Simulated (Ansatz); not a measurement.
This script makes an atomisation energy of CH5OSn, SMILES C[O][SnH2] with the Python package of Ansatz (0.2.0).

The script reads `ch5osn.xyz`:
```text
8

C    -0.39990    1.07480   -0.25610
O    -0.85960   -0.00270    0.46870
Sn    0.30950   -1.50880   -0.04770
H    -0.47610    0.94330   -1.36270
H     0.59950    1.39260   -0.03260
H    -1.10330    1.99180   -0.00770
H     2.03510   -1.05110    0.25390
H    -0.01310   -2.89700    0.92850
```

The script, `run_tae.py`:
```python
"""Energy to split CH5OSn into its atoms."""

from collections import Counter

import ansatz as az

config = {
    "basis": "def2-SVPD",
    "xc": "B3LYP",
    "dispersion": "d4",
}


def energy_of(molecule, charge=0, unpaired=0):
    calc = (
        molecule.calculation()
        .basis(gaussian=config["basis"])
        .functional(config["xc"], dispersion=config["dispersion"])
    )
    if charge:
        calc = calc.charge(charge)
    if unpaired:
        calc = calc.spin("collinear", total=unpaired)
    return calc.run().report["free_energy_ev"]

molecule = az.Crystal.molecule_from_extxyz("ch5osn.xyz")

# unpaired electrons of the ground-state atoms
unpaired = {"C": 2, "O": 2, "Sn": 2, "H": 1}
counts = Counter(site.symbol for site in molecule.cartesian_sites)
atom_energy = {s: energy_of(az.Crystal.molecule().atom(s, (0, 0, 0)), 0, unpaired[s]) for s in counts}
whole = energy_of(molecule, 0, 1)
for s, e in atom_energy.items():
    print(f"{s:2s} x{counts[s]}  {e:14.5f} eV")
print(f"CH5OSn: {whole:.5f} eV")
split = sum(counts[s] * e for s, e in atom_energy.items()) - whole
print(f"atomisation energy (no zero-point term): {split:.3f} eV, {split / sum(counts.values()):.3f} eV an atom")
```

What does it cost to take this molecule apart into atoms?

24.975 eV from the electronic energies, without the zero-point term.

The run itself:

```console
$ python run_tae.py
C  x1     -1028.99694 eV
O  x1     -2041.10532 eV
Sn x1     -5832.01806 eV
H  x5       -13.63995 eV
CH5OSn: -8995.29530 eV
atomisation energy (no zero-point term): 24.975 eV, 3.122 eV an atom
```

What to keep in mind:
- Total energies depend on the basis set; only differences at equal settings carry meaning.
- The geometry is a force-field or estimated start, not a minimum of this method, and the basis set is short of its limit. All parts are taken at fixed geometry, without zero-point energy.
- def2 sets replace the cores of elements past krypton by effective core potentials.
- The species is open-shell (spin multiplicity 2).
- b3lyp holds the VWN-RPA fit, as in Gaussian; the form of ORCA and Turbomole is b3lyp5.
- The spin-orbit lowering of heavy atoms is left out.
- Timing: 7 s on 1 thread of Arm Neoverse V2, on a shared host, peak memory 0.34 GiB.

(Lines on the test bed's own set-up are left out of the output.)
